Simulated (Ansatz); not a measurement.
What does this script print? It uses the Ansatz DFT code, driven from Python.

Script `c2h5bo_torsion.py`:
```python
"""Rigid torsion scan of C2H5BO."""

import warnings

import ansatz as az
from ase import Atoms

BASIS = "def2-SVP"
XC = "B3LYP"
FMAX = 0.02

warnings.simplefilter("ignore", az.DeckWarning)

atoms = Atoms(["O", "B", "C", "C", "H", "H", "H", "H", "H"], positions=[
    [-0.7867, 0.8542, -1.7863],
    [-0.2511, 0.2396, -0.6359],
    [0.8875, 0.0338, 0.4415],
    [-0.1863, -0.8262, 0.5577],
    [-1.3536, 1.645, -1.4381],
    [1.8315, -0.4239, 0.0315],
    [1.0071, 0.8604, 1.1984],
    [-0.087, -1.8636, 0.2018],
    [-0.9729, -0.5656, 1.4122],
])

# relax first, so that the scan starts from a minimum
first = (
    az.Crystal.molecule_from_ase(atoms).calculation()
    .basis(gaussian=BASIS)
    .functional(XC)
    .relax(force_tolerance=FMAX, max_steps=80)  # relax until the tolerances are met
)
atoms.positions = first.run(threads=1).report["positions_ang"]

start = atoms.get_dihedral(2, 1, 0, 4)
energies = {}
for turn in range(0, 360, 40):
    turned = atoms.copy()
    turned.set_dihedral(2, 1, 0, 4, start + turn, indices=[0, 4])
    job = az.Crystal.molecule_from_ase(turned).calculation()
    job = job.basis(gaussian=BASIS)
    job = job.functional(XC)
    energies[round((start + turn) % 360)] = job.run(threads=1).report["free_energy_ev"]
floor = min(energies.values())
print("dihedral C2-B1-O0-H4 (deg)   E - E(min) (kJ/mol)")
for angle, e in sorted(energies.items()):
    print(f"{angle:8d} {96.485332 * (e - floor):14.3f}  " + "#" * int(30 * (e - floor) / max(max(energies.values()) - floor, 1e-9)))
```

```console
$ python c2h5bo_torsion.py
dihedral C2-B1-O0-H4 (deg)   E - E(min) (kJ/mol)
       1          0.000
      41         22.653  ############
      81         56.591  ##############################
     121         42.219  ######################
     161          6.687  ###
     201          7.242  ###
     241         43.106  ######################
     281         56.224  #############################
     321         21.747  ###########
```

Caveats:
- The settings weren't tested for convergence.
- The scan is rigid and the energies are electronic, in a modest basis. With rigid groups the curve can differ much from the relaxed path, the start wasn't checked as a minimum of this torsion, and equivalent turns needn't return to the same energy.
- b3lyp holds the VWN-RPA fit, as in Gaussian; the form of ORCA and Turbomole is b3lyp5.
- Timing: 41 s on 1 thread of Arm Neoverse V2, with other jobs on the host, peak memory 0.22 GiB.

(A comment or docstring line of the script was reworded after the run, the code is as it ran; lines on the test bed's own set-up are left out of the output.)
